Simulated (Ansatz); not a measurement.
Wanted: the native input for an Ansatz 0.2.0 run.

- Task: band structure
- Functional: PBE
- Potentials or basis: Ansatz PAW
- Cutoff: 420 eV (not typed: the program's choice for these potentials)
- k mesh: 6 × 6 × 6
- Occupations: fermi-dirac, width 0.05 eV
- Spin: no spin polarisation
- Path: [["G", "X", "M", "G", "R", "X"], ["M", "R"]]
- Points for each segment of the path: 14

BaY:

```
Ba Y
1.0
     4.42037    0.00000    0.00000
     0.00000    4.42037    0.00000
     0.00000    0.00000    4.42037
Ba Y
1 1
Direct
  0.00000 0.00000 0.00000
  0.50000 0.50000 0.50000
```

The cell was built by a generator and needn't be a form met in nature.

The input as run:

input.yaml

```yaml
crystal:
  lattice:
    - [4.42037, 0.0, 0.0]
    - [0.0, 4.42037, 0.0]
    - [0.0, 0.0, 4.42037]
  atoms:
    - { symbol: Ba, position: [0.0, 0.0, 0.0] }
    - { symbol: "Y", position: [0.5, 0.5, 0.5] }
hamiltonian:
  xc: pbe
  pseudopotentials: { kind: paw }
kpoints:
  mp_grid: { grid: [6, 6, 6] }
  band_path:
    path:
      - [[0.0, 0.0, 0.0], [0.0, 0.5, 0.0], [0.5, 0.5, 0.0], [0.0, 0.0, 0.0], [0.5, 0.5, 0.5], [0.0, 0.5, 0.0]]
      - [[0.5, 0.5, 0.0], [0.5, 0.5, 0.5]]
    npoints: 14
scf:
  occupations: { method: fermi_dirac, width: 0.05 }
  n_extra_bands: 6
output:
  forces: true
  stress: true
  eigenvalues: true
  fatbands: false
```

Potentials or basis: Ansatz PAW.

Command:

```sh
$ ansatz run input.yaml --threads 2 --pin off --max-ram 5632MiB --backend cpu --events-out ev --progress --plain --runs-dir out
```

It gave:

```yaml
Pressure: -0.1 GPa
Band_gap_on_the_k_mesh: none (metal or under the smearing width)
```

Caveat: spin-orbit coupling is left out, which moves the levels of the heavy elements.

It took 2.1 s on 2 threads of Arm Neoverse V2 (shared host), peak memory 0.34 GiB.
